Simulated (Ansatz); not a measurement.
# Ti: the cost of one run

Method: DFT PBE, scalar-relativistic, plane waves, PAW, in Ansatz 0.2.0.

## (1) The system as given

It takes space group P6_3/mmc (No. 194, hexagonal). The conventional cell has a = 2.950 Å, b = 2.950 Å, c = 4.686 Å, α = 90.00°, β = 90.00°, γ = 120.00°. Ti (site symmetry -6m2) has 12 Ti at 2.90 to 2.95 Å in its first shell of neighbours.

Coordinates:

```
Ti
1.0
     2.95000    0.00000    0.00000
    -1.47500    2.55477    0.00000
     0.00000    0.00000    4.68600
Ti
2
Cartesian
  0.0000 1.7032 1.1715
  1.4750 0.8516 3.5145
```

The cell is taken as given, not relaxed at this level.

## (2) The reference cell

Reference values: F = -4999.3423 eV; pressure -1.64 GPa; largest force 0.000 eV/Å; gap on the mesh none (metal). It was computed beforehand with the settings of the runs below.

## (3) Setting up energy and stress against strain

The cell is strained by ε times the Voigt pattern (0, 0, 1, 0, 0, 0) (xx, yy, zz, yz, xz, xy; engineering shear), with fractional coordinates fixed (clamped ions). The stress on the pattern is the sum of the stress components weighted by it, tension positive.

## (4) At ε = -0.0400

File input.yaml:

```yaml
crystal:
  lattice:
    - [2.9499978604, 0.0, 0.0]
    - [-1.4749989302, 2.5547730882, 0.0]
    - [0.0, 0.0, 4.49856]
  atoms:
    - { symbol: Ti, position: [0.3333333333, 0.6666666667, 0.25] }
    - { symbol: Ti, position: [0.6666666667, 0.3333333333, 0.75] }
basis:
  ecutwfc: 420
kpoints:
  mp_grid: { grid: [18, 18, 10] }
hamiltonian:
  xc: pbe
scf:
  occupations: { method: gaussian, width: 0.15 }
output:
  forces: true
  stress: true
  eigenvalues: true
  write_density: true
  write_potential: true
  elf: true
  volumetric_format: npy
```

Started as:

```sh
ansatz run input.yaml --threads 1 --pin off --max-ram 2560MiB --backend cpu --events-out ev --progress --plain --runs-dir out
```

What time and memory should one allow on 1 thread of Intel Xeon 6975P-C (Granite Rapids), shared host?

About 3.3 s, with a peak of 0.44 GiB.
